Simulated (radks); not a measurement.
**The Coulomb parameter U of the 4d shell of Ru⁺**

An exercise on one series of results from a longer session: the logs are not shown, and one member is left open.

Program: radks (a radial shooting solver on a logarithmic mesh, Libxc functionals) version 1. Level of theory: Dirac Kohn-Sham, PBE, spin-unpolarised, spherical densities, point nucleus; open shells are shared between the two j in proportion to 2j + 1. These are calculated values, not measurements, unless marked.

## The system

```
element       : ruthenium (Z = 44)
charge        : +1
electrons     : 43
configuration : [Kr] 4d6 5s1
```

Outer shells as boxes (Hund's rule):

Ru⁺
```
[Kr] core
4d [↑↓][↑ ][↑ ][↑ ][↑ ]
5s [↑ ]
```

Set-up of the first run:

Settings of this run:

```text
Z 44
configuration [Kr] 4d6 5s1
relativity Dirac
functional pbe,pbe
spin unpolarised
j_filling average
nucleus point
c 137.035999084
```

Among the steps run: Start: [Kr] 4d6 5s1.

One of the session's tables, all rows but one given; the rest of the session is left out.

Radial moments (bohr):

```
level     <r>  outermost maximum (interpolated)  90 % within  nodes
3d3/2  0.3821                             0.300        0.608      0
3d5/2  0.3856                             0.302        0.613      0
4s1/2   1.016                             0.914         1.48      3
4p1/2       ?                                 ?            ?      ?
4p3/2   1.131                             0.989         1.67      2
4d3/2   1.556                              1.19         2.48      1
4d5/2   1.575                              1.20         2.52      1
5s1/2   2.942                              2.53         4.33      4
```

**Question.** Estimate the row for 4p1/2.

The run gave: <r>: 1.101; outermost maximum (interpolated): 0.965; 90 % within: 1.63; nodes: 2. In the column «<r>» it lies between 4s1/2 (1.016) and 4p3/2 (1.131).
